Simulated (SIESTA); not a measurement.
# Ti2B under changes of volume

One of the cells (12.636 Å³/atom); the others are scaled copies at fixed shape and fractional positions:

```
CELL_PARAMETERS angstrom
-2.82907 2.82907 2.36827
2.82907 -2.82907 2.36827
2.82907 2.82907 -2.36827
ATOMIC_POSITIONS crystal
Ti 0.16440 0.33560 0.50000
Ti 0.83560 0.66440 0.50000
Ti 0.33560 0.83560 0.17120
Ti 0.66440 0.16440 0.82880
B 0.25000 0.25000 0.00000
B 0.75000 0.75000 0.00000
```

The cell comes from a database or a generator and needn't be the stable form of this composition.

```yaml
Program: SIESTA 5.4.2
Functional: LDA
Potentials_or_basis: PseudoDojo 0.4 standard (LDA files)
Basis: DZP (energy shift 0.003 Ry; two zetas on semicore shells)
Grid_cutoff: 800 Ry
Energy_shift: 0.003 Ry
k_mesh: 5 × 5 × 5
Occupations: fermi-dirac, width 0.05 eV
Spin: no spin polarisation
```

```tsv
volume (Å³/atom)	energy over the lowest point (meV/atom)	pressure (GPa)	largest force (eV/Å)
11.878	?	?	?
12.131	0.00	-1.3	0.081
12.384	4.94	-4.8	0.024
12.636	15.15	-8.0	0.028
12.889	30.22	-10.9	0.076
13.142	49.64	-13.6	0.120
13.395	73.07	-16.0	0.158
```

What does the run at 11.878 Å³/atom give?

Energy over the lowest point 0.92 meV/atom; pressure 2.6 GPa; largest force 0.142 eV/Å.

Worked out: A Birch-Murnaghan fit of order 3 (a polynomial in V^(-2/3)) to the other rows has its minimum at 12.04 Å³/atom, just outside them, with B0 = V·E''(V) = 182 GPa and B' = 3.6 at fixed shape and positions, which overstates the stiffness. It gives 0.90 meV/atom at 11.878 Å³/atom, against the run's 0.92, and -dE/dV = 2.5 GPa, against 2.6.

Energies are extrapolated to zero smearing.

Caveats: the basis of atomic orbitals isn't converged, which shifts pressures, moduli and gaps.
